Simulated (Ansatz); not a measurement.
**Sn2SeF6: trial inputs and their diagnosis**

Aim: try 1 input for Sn2SeF6 as typed, read how each ends, and find what has to change.

The runs use Ansatz 0.2.0, Gaussian basis; the settings change from run to run.

6 further runs of the same task are left out: 3 that didn't finish, 3 set aside as unsound or not needed.

### 1 The molecule

The structure was relaxed beforehand with r2SCAN-D4/def2-SVP. Sn takes a core potential in def2 sets; no spin-orbit term is included.

9 atoms, charge 0, spin multiplicity 1.

Atoms are counted from 1 here; the program's logs count them from 0.

Bond lengths: Sn1–F2 1.913 Å, Sn1–F3 1.912 Å, Sn1–F4 2.001 Å, Sn1–Se5 2.470 Å, F4–Sn6 2.321 Å, Se5–Sn6 2.591 Å, Sn6–F7 1.916 Å, Sn6–F8 1.929 Å, Sn6–F9 1.916 Å. Angles: F2–Sn1–F3 103.4°, F2–Sn1–F4 105.6°, F2–Sn1–Se5 123.7°, F3–Sn1–F4 105.9°, F3–Sn1–Se5 123.6°, F4–Sn1–Se5 90.8°, Sn1–F4–Sn6 103.6°, Sn1–Se5–Sn6 84.5°, F4–Sn6–Se5 81.1°, F4–Sn6–F7 81.1°, F4–Sn6–F8 176.2°, F4–Sn6–F9 81.1°, Se5–Sn6–F7 118.0°, Se5–Sn6–F8 95.1°, Se5–Sn6–F9 118.4°, F7–Sn6–F8 100.9°, F7–Sn6–F9 116.6°, F8–Sn6–F9 100.8°.

Geometry (Å):

```xyz
9
F6SeSn2
Sn   -1.4032    0.0315    1.2114
F    -1.5169   -1.1169    2.7365
F    -2.2644    1.6344    1.7993
F     0.5361    0.4890    1.0262
Se   -1.4705   -0.7780   -1.1215
Sn    1.0342   -0.1140   -1.1590
F     1.4692    1.7488   -1.2596
F     1.3277   -0.6559   -2.9869
F     2.2878   -1.2389   -0.2465
```

### 2 Input 1

The input, in.yaml:

```yaml
crystal:
  periodic: [false, false, false]
  atoms:
    - {symbol: Sn, position_ang: [-3.087119, 0.069227, 2.665170]}
    - {symbol: F, position_ang: [-3.337224, -2.457241, 6.020393]}
    - {symbol: F, position_ang: [-4.981581, 3.595712, 3.958563]}
    - {symbol: F, position_ang: [1.179481, 1.075819, 2.257567]}
    - {symbol: Se, position_ang: [-3.235072, -1.711525, -2.467214]}
    - {symbol: Sn, position_ang: [2.275238, -0.250755, -2.549869]}
    - {symbol: F, position_ang: [3.232229, 3.847415, -2.771090]}
    - {symbol: F, position_ang: [2.920983, -1.443040, -6.571232]}
    - {symbol: F, position_ang: [5.033087, -2.725590, -0.542265]}
basis:
  gaussian: {orbitals: def2-TZVPP}
hamiltonian: {xc: {name: rPW86-PBE}}
output: {forces: true}
```

Started as:

```bash
$ ansatz run in.yaml --threads 4 --pin off --events-out ev --progress --plain --max-ram 4787MiB
```

Q: Predict the results of all the runs planned.

**Answer**, as computed:

```csv
input,level,ended,cause,time
1,rPW86-PBE/def2-TZVPP,timeout,the geometry is stretched to more than twice its size,91 s
```

1 timeout.
